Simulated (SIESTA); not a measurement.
**Ta4NiO11 in SIESTA: convergence with real-space mesh cutoff**

Crystal: Ta4NiO11.

```
Ta Ni O
1.0
     1.95495  -14.82973    0.00000
     1.95495   14.82973    0.00000
     0.00000    0.00000    3.88590
Ta Ni O
4 1 11
Direct
  0.20437 0.79563 0.00000
  0.92451 0.07549 0.00000
  0.07549 0.92451 0.00000
  0.79563 0.20437 0.00000
  0.50000 0.50000 0.00000
  0.13987 0.86013 0.00000
  0.72107 0.27893 0.00000
  0.43645 0.56355 0.00000
  0.56355 0.43645 0.00000
  0.00000 0.00000 0.00000
  0.86013 0.13987 0.00000
  0.27893 0.72107 0.00000
  0.92790 0.07210 0.50000
  0.07210 0.92790 0.50000
  0.79436 0.20564 0.50000
  0.20564 0.79436 0.50000
```

The cell was built by a generator and needn't be a form met in nature.

- Program: SIESTA 5.4.2
- Task: single point
- Functional: PBE
- Potentials or basis: PseudoDojo 0.4 standard (PBE files)
- Basis: DZP (energy shift 0.003 Ry; two zetas on semicore shells)
- Grid cutoff: 100 Ry
- Energy shift: 0.003 Ry
- k mesh: 7 × 7 × 7
- Occupations: fermi-dirac, width 0.05 eV
- Spin: collinear spin, ferromagnetic start
- Starting moments: [0.0, 0.0, 0.0, 0.0, 1.0, 0.0, 0.0, 0.0, 0.0, 0.0, 0.0, 0.0, 0.0, 0.0, 0.0, 0.0] μB

These are the settings of the first run; the series varies real-space mesh cutoff, with any setting tied to it.

Hardware: 4 MPI ranks on AMD EPYC 7R43 64-Core Processor (Zen 3), with other jobs on the host.

```tsv
real-space mesh cutoff	energy less the tightest run, at zero smearing (meV/atom)	pressure (GPa)	largest force (eV/Å)	SCF cycles	CPU time (s)
100 Ry	-28.10	4.44	0.236	19	1200
150 Ry	-2.60	3.65	0.165	21	1800
200 Ry	-1.20	3.62	0.170	24	2800
300 Ry	0.00	3.55	0.150	22	3700
```

Against the tightest run, the pressure stays within 0.1 GPa from 150 Ry on. Not settled before the last step: the energy (to 1 meV/atom), the largest force (to 0.005 eV/Å). Values are those asked for, which the program may round to a finer grid. The tightest run that finished is the yardstick and may itself not be fully converged.

Caveat, for the tightest run too: short orbitals over semicore shells can move pressures by several GPa; the basis of atomic orbitals isn't converged, which shifts pressures, moduli and gaps; a cell with one magnetic atom can't hold antiferromagnetic order, which such compounds often take. The run has no spin-orbit coupling, so splittings on Ta are missing.
